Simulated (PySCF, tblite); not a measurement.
# C6H9O radical: geometry, infrared bands and EPR parameters

What infrared bands and EPR parameters should C6H9O radical (`COC12C[C](C1)C2`) show?

The runs use tblite 0.8.0 and PySCF 2.14.0, with density-fitted response routines of our own; the level of theory stands in each step. All values are computed, except where a source is named. Atoms are numbered from 0 throughout.

## 1. The molecule as given

16 atoms, charge 0, multiplicity 2; geometry from: force field or distance geometry start.

Bonds of the start (Å): C0–O1 1.41, O1–C2 1.29, C2–C3 1.49, C3–C4 1.56, C4–C5 1.53, C4–C6 1.55, C5–C2 1.49, C6–C2 1.48, C0–H7 1.13, C0–H8 1.12, C0–H9 1.10, C3–H10 1.09, C3–H11 1.10, C5–H12 1.11, C5–H13 1.11, C6–H14 1.11, C6–H15 1.08.

## 2. Geometry optimisation with GFN2-xTB

Job settings and geometry (Å):

```
{"job": {"kind": "relax", "xc": "GFN2-xTB", "basis": "xTB"}, "charge": 0, "multiplicity": 2}
C      1.989400     0.217400    -0.402900
O      0.716200     0.363300    -0.997300
C     -0.205500     0.069100    -0.145100
C     -1.678300     0.094800    -0.358200
C     -1.570000    -0.314400     1.138100
C     -0.491600     0.764800     1.142500
C     -0.407100    -1.186800     0.602700
H      1.995700     0.939700     0.463800
H      2.144100    -0.798500     0.050100
H      2.783900     0.428400    -1.138600
H     -2.121300    -0.715700    -0.944300
H     -2.115000     1.100200    -0.483100
H      0.241500     0.677600     1.967700
H     -0.946800     1.769000     1.013700
H      0.372500    -1.381200     1.363800
H     -0.715200    -2.018900    -0.016800
```

On the command line:

```bash
> OMP_NUM_THREADS=1 python probes_run.py task.json out
```

The driver reads the jobs from task.json and runs them one after another.

**Question.** This job is followed by: GFN2-xTB harmonic vibrations, gas phase; UKS B3LYP, pcH-1 on C H O, non-relativistic, mean-field spin-orbit, GIAO. What will the session give for the following? strongest single infrared mode (GFN2-xTB); zero-point energy (GFN2-xTB); g(iso) (B3LYP); ⟨S²⟩; largest a(iso); potential on the surface of density 0.002 e/bohr³, 1st and 99th percentile.

The runs gave:

| quantity | value |
| --- | --- |
| strongest single infrared mode (GFN2-xTB) | 1257 cm⁻¹, 140 km/mol |
| zero-point energy (GFN2-xTB) | 83.8 kcal/mol |
| g(iso) (B3LYP) | 2.00233 |
| ⟨S²⟩ | 0.753 (exact 0.75) |
| largest a(iso) | 13C on C4, 386.5 MHz |
| potential on the surface of density 0.002 e/bohr³, 1st and 99th percentile | -1.39 V and 0.79 V |

What this shows: Over 34 steps the energy fell by 1.185 eV; of the close pairs, O1–C2 changed most, 1.289 to 1.390 Å. All 42 modes are real, so the xTB geometry is a minimum. The strongest single mode, at 1257 cm⁻¹, moves mainly C2. Unscaled tight-binding wavenumbers are off by several per cent, some by more. Its intensities can rank the bands wrongly. C4 carries the largest spin population, 0.83 e. The isotropic g lies 0.0 ppt above the free-electron value. The conformer search found further structures of the same energy, which may be mirror or relabelled copies of this one.
